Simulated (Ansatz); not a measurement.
# ZrGeSe: the cost of one run

Program: Ansatz 0.2.0. Level of theory: DFT, r2SCAN, spin-orbit coupling, plane waves, PAW. These are calculated values, not measurements.

### 1 The system as given

The structure is tetragonal, space group I4/mmm (No. 139). Conventional cell: a = 3.761 Å, b = 3.761 Å, c = 16.230 Å, α = 90.00°, β = 90.00°, γ = 90.00°. Around Zr (site symmetry 4mm) lie 5 Se at 2.79 to 2.91 Å and 4 Ge at 2.88 Å. Around Se (site symmetry 4mm) lie 5 Zr at 2.79 to 2.91 Å. Around Ge (site symmetry mmm) lie 4 Ge at 2.66 Å and 4 Zr at 2.88 Å.

Its coordinates follow in the input file.

The first density is read from a saved solution for the starting cell.

### 2 Relaxing

input.yaml

```yaml
crystal:
  lattice:
    - [0.0, 3.760973, 0.0]
    - [3.760973, 0.0, 0.0]
    - [1.880486, 1.880486, -8.114837]
  atoms:
    - { symbol: Zr, position: [0.1344, 0.1344, 0.7312] }
    - { symbol: Zr, position: [0.8656, 0.8656, 0.2688] }
    - { symbol: Se, position: [0.3135, 0.3135, 0.373] }
    - { symbol: Se, position: [0.6865, 0.6865, 0.627] }
    - { symbol: Ge, position: [0.5, 0.0, 0.0] }
    - { symbol: Ge, position: [0.0, 0.5, 0.0] }
  symmetry: { tolerance: 0.0003 }
kpoints:
  mp_grid: { grid: [5, 5, 5], shift: [0, 0, 0] }
magnetization:
  noncollinear: true
  spin_orbit: true
scf:
  occupations: { method: gaussian, width: 0.0201 }
  lower_state_search: "off"
hamiltonian:
  pseudopotentials: { kind: paw_fr }
  xc: r2scan
basis:
  ecutwfc: 500
  fft_grid_basis: typed
relax:
  max_steps: 40
  cell: { p_target: 0.0 }
output:
  forces: true
  stress: true
  eigenvalues: true
  bader: true
  populations: true
  elf: true
  write_potential: true
  volumetric_format: npy
  dos:
    e_range: [-12, 8]
    de: 0.05
    projected: { site_lists: { Ge: [Ge], Se: [Se], Zr: [Zr] } }
    method: { smearing: { sigma: 0.1, scheme: gaussian } }
checkpoint:
  read: saved_state
```

The run is started by

```console
$ ansatz run input.yaml --threads 2 --pin off --max-ram 3584MiB --backend cpu --events-out ev --progress --plain --runs-dir out
```

Q: Estimate wall time and peak memory on 2 threads of Arm Neoverse V1, shared host.

About 10 min, with a peak of 1.4 GiB.
